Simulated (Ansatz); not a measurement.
# Br2ClFSi: basis-set convergence

An exercise on one series of results from a longer session: the logs are not shown, and one member is left open.

Method: one geometry, several basis sets; program: Ansatz 0.2.0, Gaussian basis.

Levels to be run: PBE0-D4/def2-SVP; ωB97M-V/def2-SVP; PBE0-D4/def2-QZVPP; ωB97M-V/def2-QZVPP; the functionals' def2-TZVPP values are taken from earlier runs.

## The geometry

All runs share one geometry, relaxed beforehand with PBE0-D4 in a triple-zeta def2 set.

SMILES `F[Si](Cl)(Br)Br`, 5 atoms, charge 0, spin multiplicity 1.

Atoms are counted from 1 here; the program's logs count them from 0.

Bond lengths: F1–Si2 1.577 Å, Si2–Cl3 2.018 Å, Si2–Br4 2.182 Å, Si2–Br5 2.182 Å. Angles: F1–Si2–Cl3 108.0°, F1–Si2–Br4 108.2°, F1–Si2–Br5 108.2°, Cl3–Si2–Br4 110.6°, Cl3–Si2–Br5 110.6°, Br4–Si2–Br5 111.1°.

Set-up of the first run:

in.yaml reads:

```yaml
crystal:
  periodic: [false, false, false]
  atoms:
    - {symbol: F, position_ang: [0.841943, -1.079618, 0.955809]}
    - {symbol: Si, position_ang: [0.034263, -0.063727, 0.059157]}
    - {symbol: Cl, position_ang: [-1.526518, 0.619697, 1.140451]}
    - {symbol: Br, position_ang: [-0.667093, -1.125862, -1.712844]}
    - {symbol: Br, position_ang: [1.367205, 1.575910, -0.483972]}
basis:
  gaussian: {orbitals: def2-SVP}
hamiltonian: {xc: pbe0, dispersion: d4}
output: {orbitals: {seedname: orbitals}}
```

Command:

```console
> ansatz run in.yaml --threads 4 --pin off --events-out ev --progress --plain --max-ram 10444MiB
```

Among the steps run: PBE0-D4 in def2-SVP; ωB97M-V in def2-SVP; PBE0-D4 in def2-QZVPP; ωB97M-V in def2-QZVPP.

One of the session's tables, all rows but one given; the rest of the session is left out.

It belongs to the step «Functionals by basis». 

| functional | basis | HOMO (eV) |
| --- | --- | --- |
| PBE0-D4 | def2-SVP | -8.85 |
| PBE0-D4 | def2-TZVPP | -8.92 |
| PBE0-D4 | def2-QZVPP | -8.94 |
| ωB97M-V | def2-SVP | ? |
| ωB97M-V | def2-TZVPP | -11.10 |
| ωB97M-V | def2-QZVPP | -11.12 |

**Question.** Estimate the row for ωB97M-V, def2-SVP.

**Answer.** HOMO (eV): -11.01. In the column «HOMO (eV)» it lies between ωB97M-V, def2-TZVPP (-11.10) and PBE0-D4, def2-QZVPP (-8.94).
